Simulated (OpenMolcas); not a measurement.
# Re²⁺ among point charges: CASSCF and CASPT2 levels and susceptibility

Aim: the splitting of the states of Re²⁺ in the field of 6 point charges, its lowest levels with spin-orbit coupling and its magnetic susceptibility.

Program: OpenMolcas 26.06. Level of theory: state-averaged CASSCF and CASPT2, spin-orbit coupling by RASSI with atomic mean-field integrals. These are calculated values, not measurements, unless marked.

### 1 What is computed

```
Species                           : Re²⁺ (rhenium, Z = 75, 73 electrons)
Basis                             : ANO-RCC-VDZP [7s6p4d2f1g], 68 functions
Scalar Hamiltonian                : DKH2, point nucleus
Inactive shells                   : 1s 2s 2p 3s 3p 3d 4s 4p 4d 4f 5s 5p
Active space                      : 5 electrons in 5 orbitals (5d)
Some configurations of this space : 5d5
Orbitals                          : optimised for each spin and parity, averaged over all roots
```

Outer shells as boxes (Hund's rule):

5d5
```
5d [↑ ][↑ ][↑ ][↑ ][↑ ]
```

The ion sits among 6 point charges of -1.7 e arranged as an octahedron (Oh), 1.92 Å from the ion.

The work runs as a chain of OpenMolcas steps in one folder; each step below is one input file. Labels, J, g values, rates, χT and fits are worked out afterwards by a script from the matrices that RASSI stores. The input lists half of the charges; inversion (Group=XYZ) makes the rest.

### 2 One- and two-electron integrals

Contents of a.inp:

```
&GATEWAY
Coord
1

Re 0.0 0.0 0.0
Basis=ANO-RCC-VDZP
Group=XYZ
NoMove
AngMom=0.0 0.0 0.0
AMFI
XField
3 Angstrom 0
1.920000 0.000000 0.000000 -1.700000
0.000000 1.920000 0.000000 -1.700000
0.000000 0.000000 1.920000 -1.700000
&SEWARD
```

On the command line:

```console
> OMP_NUM_THREADS=1 MOLCAS_MEM=1689 MOLCAS_PROJECT=a pymolcas a.inp > a.log
```

### 3 CASSCF: sextets of even parity, 1 root

Contents of a.inp:

```
&RASSCF
FileOrb=start.orb
Symmetry=1
Spin=6
nActEl=5 0 0
Inactive=15 19
Ras2=5 0
CIRoot=1 1 1
SDav=1
CIMx=300
Iter=120 100
PrWF=0.3
OrbListing=Nothing
MaxOrb=0
>>> COPY $Project.JobIph JOB001
```

start.orb holds the contracted functions of the basis, ordered by shell, or the orbitals of the step before.

### 4 CASSCF: quartets of even parity, 24 roots

Contents of a.inp:

```
&RASSCF
FileOrb=start.orb
Symmetry=1
Spin=4
nActEl=5 0 0
Inactive=15 19
Ras2=5 0
CIRoot=24 24 1
SDav=24
CIMx=300
Iter=120 100
PrWF=0.3
OrbListing=Nothing
MaxOrb=0
>>> COPY $Project.JobIph JOB002
```

### 5 CASSCF: doublets of even parity, 75 roots

Contents of a.inp:

```
&RASSCF
FileOrb=start.orb
Symmetry=1
Spin=2
nActEl=5 0 0
Inactive=15 19
Ras2=5 0
CIRoot=75 75 1
SDav=75
CIMx=300
Iter=120 100
PrWF=0.3
OrbListing=Nothing
MaxOrb=0
>>> COPY $Project.JobIph JOB003
```

### 6 RASSI: spin-orbit coupling between the states

Contents of a.inp:

```
&RASSI
NrOfJobIphs=3 1 24 75
1
1 2 3 4 5 6 7 8 9 10 11 12 13 14 15 16 17 18 19 20 21 22 23 24
1 2 3 4 5 6 7 8 9 10 11 12 13 14 15 16 17 18 19 20 21 22 23 24 25 26 27
28 29 30 31 32 33 34 35 36 37 38 39 40 41 42 43 44 45 46 47 48 49 50 51
52 53 54 55 56 57 58 59 60 61 62 63 64 65 66 67 68 69 70 71 72 73 74 75
IphNames
JOB001
JOB002
JOB003
EJob
SpinOrbit
DIPRint=1.0
SOCoupling=1000.0
Subsets=2
Property=9
'ANGMOM' 1 'ANGMOM' 2 'ANGMOM' 3 'MLTPL  1' 1 'MLTPL  1' 2 'MLTPL  1' 3
'AMFI' 1 'AMFI' 2 'AMFI' 3
SOProperty=3
'ANGMOM' 1 'ANGMOM' 2 'ANGMOM' 3
```

### 7 CASPT2: IPEA 0.25, imaginary shift 0.1 (closed shells correlated: 5s 5p)

Contents of a.inp:

```
>>> COPY JOB001 $Project.JobIph
&CASPT2
Multistate=1 1
Frozen=14 16
IPEA=0.25
Imaginary=0.1
MaxIter=60
WThr=0.0 0.3 0.05
PrWF=0.5
NoMix
>>> COPY JOB002 $Project.JobIph
&CASPT2
Multistate=24 1 2 3 4 5 6 7 8 9 10 11 12 13 14 15 16 17 18 19 20 21 22
23 24
NoMult
Frozen=14 16
IPEA=0.25
Imaginary=0.1
MaxIter=60
WThr=0.0 0.3 0.05
PrWF=0.5
NoMix
>>> COPY JOB003 $Project.JobIph
&CASPT2
Multistate=75 1 2 3 4 5 6 7 8 9 10 11 12 13 14 15 16 17 18 19 20 21 22
23 24 25 26 27 28 29 30 31 32 33 34 35 36 37 38 39 40 41 42 43 44 45 46
47 48 49 50 51 52 53 54 55 56 57 58 59 60 61 62 63 64 65 66 67 68 69 70
71 72 73 74 75
NoMult
Frozen=14 16
IPEA=0.25
Imaginary=0.1
MaxIter=60
WThr=0.0 0.3 0.05
PrWF=0.5
NoMix
```

(Steps that only read results are left out.)

Before running it: what results should come out? Wanted: spin-free ground state; first state of the same spin within the active space; lowest level; next level.

**Answer**, as computed:

| quantity | value |
| --- | --- |
| method | SS-CASPT2, IPEA 0.25, imaginary shift 0.1 (closed shells correlated: 5s 5p) |
| spin-free ground state | 2T2, 3-fold in its orbital part |
| first state of the same spin within the active space | 2A2 at 16500 cm⁻¹ |
| lowest level | 2-fold Γ7, g = 2.31, 2.31, 2.31 |
| next level | 4875.9 cm⁻¹ |
| χT at 300 K | 0.61 cm³ K/mol |
| effective moment at 300 K | 2.21 μB |

Cost by method:

```
                                              method  time of its own steps  time with the reference
                                           A. CASSCF                   27 s                     27 s
B. SS-CASPT2, IPEA 0.25, imaginary shift 0.1, +5s 5p                   11 s                     38 s
```

Times are of one thread on a shared host.

The spin-free ground state (2T2) comes to 28 % from free-ion H terms and has less than the highest spin computed. χT at 300 K is 0.61, against 0.38 cm³ K/mol for the spin alone, so orbital moment adds to it. A ligand-field fit to the states below 45000 cm-1 gives 10Dq = 20811 cm-1, B = 587 cm-1 and C = 2715 cm-1 (C/B = 4.62), with a deviation of 647 cm-1. CASPT2 does not keep the components of a term degenerate, and the means are used. The field of point charges can differ much from that of real complexes. With metal d orbitals alone active, the gaps between spin states are rough; where two lie within a few thousand cm-1, their order is open. This is an electrostatic model: the charges have no orbitals.
